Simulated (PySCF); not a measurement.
# GeH12Si4 (n-SiSiGeSiSiH12): the cost of one run

The runs use PySCF 2.14.0, with density-fitted response routines of our own; the level of theory stands in each step. All values are computed, except where a source is named. Atoms count from 0, in the outputs and in this text.

**1. The molecule as given**

17 atoms, charge 0, multiplicity 1; geometry from: GFN2-xTB. The atoms were then displaced at random by about 0.03 Å, so the start is not that level's minimum.

Bonds of the start (Å): Si0–Si1 2.24, Si0–H5 1.47, Si0–H6 1.46, Si0–H7 1.55, Si1–Ge2 2.36, Si1–H8 1.42, Si1–H9 1.49, Ge2–Si3 2.35, Ge2–H10 1.51, Ge2–H11 1.43, Si3–Si4 2.26, Si3–H12 1.64, Si3–H13 1.40, Si4–H14 1.49, Si4–H15 1.51, Si4–H16 1.48.

**2. Relaxing the molecule at PBE0-D3(BJ)/def2-SVP**

Job settings and geometry (Å):

```
{"job": {"xc": "PBE0", "basis": "def2-SVP", "d3": "d3bj", "grid": 1, "maxiter": 40, "shake": 0.03, "kind": "geom"}, "charge": 0, "multiplicity": 1}
Si    -0.558380     2.461480    -0.468020
Si     0.809310     1.097510    -1.595130
Ge     0.042310    -1.134210    -1.487320
Si    -0.212060    -2.187850     0.593160
Si     0.183210    -0.845240     2.370330
H      0.020530     3.280350     0.602600
H     -1.704080     1.786060     0.123340
H     -1.170890     3.564650    -1.371740
H      1.010990     1.509810    -2.936180
H      2.170280     1.164680    -0.981860
H      0.984550    -2.014430    -2.280230
H     -1.134450    -1.237990    -2.292670
H     -1.805740    -2.580760     0.607660
H      0.393460    -3.445720     0.680490
H      1.036320    -1.511010     3.393670
H      0.899870     0.428770     1.987100
H     -0.993760    -0.336690     3.115060
```

Started as:

```
OMP_NUM_THREADS=1 python probes_run.py task.json out
```

This one command runs all jobs of the session in turn.

**Question.** How long does this first job take on 1 thread of Arm Neoverse V1, shared host, and how much memory does it need?

About 14 min, with a peak of 0.7 GiB.
